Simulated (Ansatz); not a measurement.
**CH5NOSSi: up Jacob's ladder to CCSD(T)**

An exercise on one series of results from a longer session: the logs are not shown, and one member is left open.

The runs use Ansatz 0.2.0, Gaussian basis; functionals in def2-TZVPP, the program's frozen cores in correlated methods.

Plan: LDA (SPW92), PBE-D4, revPBE-D4, BLYP-D4, r2SCAN-D4, B97M-V, PBE0-D4, B3LYP-D4, r2SCANh-D4, r2SCAN0-D4, HSE06-D4, BHLYP-D4, CAM-B3LYP-D4, LC-ωPBE, ωB97X-V, ωB97M-V, B2PLYP, PBE-QIDH; CCSD(T)/def2-SVP; CCSD(T)/def2-TZVPP; MP2/def2-QZVPP; extrapolation to the limit; RPA on PBE.

### Structure used throughout

The geometry comes from an earlier relaxation with PBE0-D4 in a triple-zeta def2 set; it is a stationary point, not always the lowest conformer.

SMILES `N[SiH](O)C=S`, 10 atoms, charge 0, spin multiplicity 1.

Atoms are counted from 1 here; the program's logs count them from 0.

Bond lengths: N1–Si2 1.704 Å, N1–H6 1.008 Å, N1–H7 1.007 Å, Si2–O3 1.644 Å, Si2–C4 1.883 Å, Si2–H8 1.487 Å, O3–H9 0.959 Å, C4–S5 1.612 Å, C4–H10 1.094 Å. Angles: Si2–N1–H6 120.5°, Si2–N1–H7 118.6°, H6–N1–H7 110.7°, N1–Si2–O3 111.6°, N1–Si2–C4 115.6°, N1–Si2–H8 105.8°, O3–Si2–C4 102.2°, O3–Si2–H8 113.2°, C4–Si2–H8 108.7°, Si2–O3–H9 116.6°, Si2–C4–S5 121.9°, Si2–C4–H10 119.2°, S5–C4–H10 118.8°.

Geometry (Å):

```xyz
10
CH5NOSSi
N    -1.4151   -0.3293    0.5259
Si    0.1811   -0.4489   -0.0587
O     1.2543   -0.7101    1.1591
C     0.8683    1.1058   -0.8686
S    -0.0662    2.1101   -1.7157
H    -1.6951    0.4582    1.0900
H    -2.1702   -0.6266   -0.0708
H     0.1613   -1.5413   -1.0666
H     1.0279   -1.3946    1.7911
H     1.9368    1.3253   -0.7826
```

The first run:

in.yaml

```yaml
crystal:
  periodic: [false, false, false]
  atoms:
    - {symbol: N, position_ang: [-1.415071, -0.329289, 0.525905]}
    - {symbol: Si, position_ang: [0.181115, -0.448860, -0.058671]}
    - {symbol: O, position_ang: [1.254255, -0.710128, 1.159094]}
    - {symbol: C, position_ang: [0.868266, 1.105825, -0.868587]}
    - {symbol: S, position_ang: [-0.066209, 2.110134, -1.715688]}
    - {symbol: H, position_ang: [-1.695075, 0.458164, 1.089953]}
    - {symbol: H, position_ang: [-2.170249, -0.626602, -0.070796]}
    - {symbol: H, position_ang: [0.161319, -1.541322, -1.066605]}
    - {symbol: H, position_ang: [1.027905, -1.394552, 1.791088]}
    - {symbol: H, position_ang: [1.936844, 1.325328, -0.782591]}
basis:
  gaussian: {orbitals: def2-TZVPP}
hamiltonian: {xc: lda}
output: {orbitals: {seedname: orbitals}}
```

Started as:

```console
$ ansatz run in.yaml --threads 4 --pin off --events-out ev --progress --plain --max-ram 10444MiB
```

Among the steps run: LDA; PBE-D4 (GGA); revPBE-D4 (GGA); BLYP-D4 (GGA); r2SCAN-D4 (meta-GGA); B97M-V (meta-GGA); PBE0-D4 (hybrid); B3LYP-D4 (hybrid); r2SCANh-D4 (hybrid); r2SCAN0-D4 (hybrid); HSE06-D4 (hybrid); BHLYP-D4 (hybrid); CAM-B3LYP-D4 (range-separated); LC-ωPBE (range-separated); ωB97X-V (range-separated); ωB97M-V (range-separated); B2PLYP (double hybrid); PBE-QIDH (double hybrid).

One of the session's tables, all rows but one given; the rest of the session is left out.

```
  functional  HOMO (eV)  LUMO (eV)  gap (eV)
 LDA (SPW92)      -5.19      -3.77      1.43
      PBE-D4      -5.08      -3.56      1.52
   revPBE-D4      -5.03      -3.49      1.54
     BLYP-D4      -4.94      -3.39      1.55
   r2SCAN-D4      -5.29      -3.49      1.80
      B97M-V      -5.38      -3.44      1.94
     PBE0-D4      -6.30      -2.64      3.66
    B3LYP-D4      -6.08      -2.82      3.26
  r2SCANh-D4      -5.75      -3.14      2.61
  r2SCAN0-D4      -6.44      -2.60      3.83
    HSE06-D4      -5.90      -3.02      2.88
    BHLYP-D4      -7.40      -1.54      5.85
CAM-B3LYP-D4          ?          ?         ?
     LC-ωPBE      -9.02      -0.35      8.67
     ωB97X-V      -8.66      -0.40      8.26
     ωB97M-V      -8.49      -0.45      8.04
```

Estimate the missing values for CAM-B3LYP-D4.

As computed: HOMO (eV): -7.64; LUMO (eV): -1.45; gap (eV): 6.19. In the column «HOMO (eV)» it lies between ωB97M-V (-8.49) and BHLYP-D4 (-7.40).
